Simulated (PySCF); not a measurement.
# How the numerical set-up moves the result for NaSe

Which parts of the numerical set-up matter for NaSe? Each run edits the base script.

Method: each script names its method and basis; program: PySCF 2.14.0.

### Step 1. The starting structure

NaSe: 2 atoms, charge 0, spin multiplicity 2.

Bond lengths: Na1–Se2 2.877 Å.

### Step 2. Base script

Contents of input.py:

```python
from pyscf import gto, scf, mp

mol = gto.M(
    atom='Na 0 0 0; Se 0 0 2.877',
    basis='x2c-svpall',
    charge=0,
    spin=1,
    verbose=4,
)
mf = scf.UHF(mol)
mf = mf.sfx2c1e()
mf.kernel()
mp.MP2(mf, frozen=10).kernel()
mf.dip_moment()
print('orbital energies (hartree):', [e[max(0, n-3):n+3].round(4) for e, n in zip(mf.mo_energy, mol.nelec)])
```

Run with:

```
> OMP_NUM_THREADS=1 python input.py
```

The log of this run is left out.

It gives: E(SCF) = -2589.699808 Eh, 11 cycles, E(MP2) − E(SCF) = -0.21850 Eh, ⟨S²⟩ = 0.761, μ = 9.85 D (of the SCF density).

The bond length is a typed value, not an optimised one.

### Step 3. Sto-3g (X2C off)

Run 1 changes basis set: x2c-svpall → sto-3g; spin-free X2C: on → off.

Contents of input.py:

```python
from pyscf import gto, scf, mp

mol = gto.M(
    atom='Na 0 0 0; Se 0 0 2.877',
    basis='sto-3g',
    charge=0,
    spin=1,
    verbose=4,
)
mf = scf.UHF(mol)
mf.kernel()
mp.MP2(mf, frozen=10).kernel()
mf.dip_moment()
print('orbital energies (hartree):', [e[max(0, n-3):n+3].round(4) for e, n in zip(mf.mo_energy, mol.nelec)])
```

Run with:

```
> OMP_NUM_THREADS=1 python input.py
```

### Step 4. Density fitting weigend

Run 2 changes density fitting: none → weigend.

Edit input.py of step 2 so:

```diff
@@ -11,2 +11,3 @@
 mf = mf.sfx2c1e()
+mf = mf.density_fit(auxbasis='weigend')
 mf.kernel()
```

### Step 5. Cartesian functions on

Run 3 changes Cartesian functions: off → on.

Edit input.py of step 2 so:

```diff
@@ -7,2 +7,3 @@
     spin=1,
+    cart=True,
     verbose=4,
```

### Step 6. 6-31g* (X2C off)

Run 4 changes basis set: x2c-svpall → 6-31g*; spin-free X2C: on → off.

Edit input.py of step 2 so:

```diff
@@ -4,3 +4,3 @@
     atom='Na 0 0 0; Se 0 0 2.877',
-    basis='x2c-svpall',
+    basis='6-31g*',
     charge=0,
@@ -10,3 +10,2 @@
 mf = scf.UHF(mol)
-mf = mf.sfx2c1e()
 mf.kernel()
```

**Question.** What will these runs give? Wanted: for each run, E(SCF); from base; gap, α spin; SCF dipole; after the SCF.

As calculated:

```csv
run,E(SCF) (hartree),from base (eV),cycles,"gap, α spin (eV)",SCF dipole (D),functions,after the SCF
base,-2589.699808,0,11,6.85,9.85,47,"MP2 correlation -5.946 eV, core frozen"
sto-3g (X2C off),-2533.387428,not comparable,8,12.06,11.69,27,"MP2 correlation -1.139 eV, core frozen"
density fitting weigend,-2565.693011,+653.2582,11,6.93,10.01,47,"MP2 correlation -7.304 eV, core frozen"
Cartesian functions on,-2589.706116,-0.1717,11,6.87,9.78,51,"MP2 correlation -6.151 eV, core frozen"
6-31g* (X2C off),-2561.411618,not comparable,12,6.91,10.22,50,"MP2 correlation -6.570 eV, core frozen"
```

What this shows: Of the runs whose energies can be compared, “density fitting weigend” moves the SCF energy most (+653.258 eV).
